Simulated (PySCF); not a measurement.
# GaBr at other levels of theory

Starting from one script, swap the method and compare what comes out for GaBr.

Method: each script names its method and basis; program: PySCF 2.14.0.

## Step 1: Starting geometry

GaBr: 2 atoms, charge 0, spin multiplicity 1.

Bond lengths: Ga1–Br2 2.320 Å.

## Step 2: The base run

Input file input.py:

```python
from pyscf import gto, scf

mol = gto.M(
    atom='Ga 0 0 0; Br 0 0 2.32',
    basis='cc-pvdz-dk',
    charge=0,
    spin=0,
    symmetry=True,
    verbose=3,
)
mf = scf.RHF(mol)
mf = mf.sfx2c1e()
mf.kernel()
mf.analyze()
print('orbital energies (hartree):', mf.mo_energy[..., max(0, mol.nelec[1]-3):mol.nelec[0]+3].round(4))
```

Run with:

```sh
OMP_NUM_THREADS=1 python input.py
```

## Step 3: Pw6b95 (RKS)

Run 1 changes functional: none (Hartree–Fock) → pw6b95; SCF type: RHF → RKS.

input.py: that of step 2 with these lines changed.

```diff
@@ -1,2 +1,2 @@
-from pyscf import gto, scf
+from pyscf import gto, dft
 
@@ -10,3 +10,3 @@
 )
-mf = scf.RHF(mol)
+mf = dft.RKS(mol, xc='pw6b95')
 mf = mf.sfx2c1e()
```

## Step 4: TDHF

Run 2 changes step after the SCF: analyze → tddft; number of roots: none → 3.

input.py: that of step 2 with these lines changed.

```diff
@@ -1,2 +1,2 @@
-from pyscf import gto, scf
+from pyscf import gto, scf, tdscf
 
@@ -13,3 +13,7 @@
 mf.kernel()
-mf.analyze()
+td = tdscf.TDHF(mf)
+td.nstates = 3
+td.kernel()
+td.analyze()
+mf.dip_moment()
 print('orbital energies (hartree):', mf.mo_energy[..., max(0, mol.nelec[1]-3):mol.nelec[0]+3].round(4))
```

## Step 5: Stability test

Run 3 changes step after the SCF: analyze → stability; point-group symmetry: on → off.

input.py: that of step 2 with these lines changed.

```diff
@@ -7,3 +7,2 @@
     spin=0,
-    symmetry=True,
     verbose=3,
@@ -13,3 +12,4 @@
 mf.kernel()
-mf.analyze()
+mf.stability(internal=True, external=True)
+mf.dip_moment()
 print('orbital energies (hartree):', mf.mo_energy[..., max(0, mol.nelec[1]-3):mol.nelec[0]+3].round(4))
```

## Step 6: Geometry optimisation

Run 4 changes step after the SCF: analyze → optimize.

input.py: that of step 2 with these lines changed.

```diff
@@ -1,2 +1,3 @@
 from pyscf import gto, scf
+from pyscf.geomopt.geometric_solver import optimize
 
@@ -13,3 +14,5 @@
 mf.kernel()
-mf.analyze()
+mol_eq = optimize(mf, maxsteps=30)
+print('optimised geometry (angstrom)')
+print(mol_eq.tostring('raw'))
 print('orbital energies (hartree):', mf.mo_energy[..., max(0, mol.nelec[1]-3):mol.nelec[0]+3].round(4))
```

## Step 7: B3lyp (RKS)

Run 5 changes functional: none (Hartree–Fock) → b3lyp; SCF type: RHF → RKS.

input.py: that of step 2 with these lines changed.

```diff
@@ -1,2 +1,2 @@
-from pyscf import gto, scf
+from pyscf import gto, dft
 
@@ -10,3 +10,3 @@
 )
-mf = scf.RHF(mol)
+mf = dft.RKS(mol, xc='b3lyp')
 mf = mf.sfx2c1e()
```

## Step 8: MP2

Run 6 changes step after the SCF: analyze → mp2; frozen orbitals: none → 18.

input.py: that of step 2 with these lines changed.

```diff
@@ -1,2 +1,2 @@
-from pyscf import gto, scf
+from pyscf import gto, scf, mp
 
@@ -13,3 +13,4 @@
 mf.kernel()
-mf.analyze()
+mp.MP2(mf, frozen=18).kernel()
+mf.dip_moment()
 print('orbital energies (hartree):', mf.mo_energy[..., max(0, mol.nelec[1]-3):mol.nelec[0]+3].round(4))
```

Q: Predict the outcome of this session. Wanted: for each run, E(SCF); from base; gap; SCF dipole; after the SCF.

The runs gave:

```tsv
run	E(SCF) (hartree)	from base (eV)	gap (eV)	SCF dipole (D)	after the SCF
base	-4546.524817	0	10.28	2.30	n/a
pw6b95 (RKS)	-4552.179838	not comparable	5.74	2.13	n/a
TDHF	-4546.524817	0.0000	10.28	2.30	lowest root found 4.78 eV
stability test	-4546.524817	0.0000	10.28	2.30	stable
geometry optimisation	-4546.524817	0.0000	10.28	n/a	bond 2.406 Å, -0.037 eV
b3lyp (RKS)	-4550.112780	not comparable	5.25	2.04	n/a
MP2	-4546.524817	0.0000	10.28	2.30	MP2 correlation -5.163 eV, core frozen
```

SCF columns refer to the geometry typed in the script.

What this shows: The gap between the frontier levels is 5.2 eV with b3lyp (20 % exact exchange) and 5.7 eV with pw6b95 (28 %). Total energies of different functionals can't be compared with each other; differences within one functional can. The dearest run is “geometry optimisation”, at 26 s against 1.6 s.
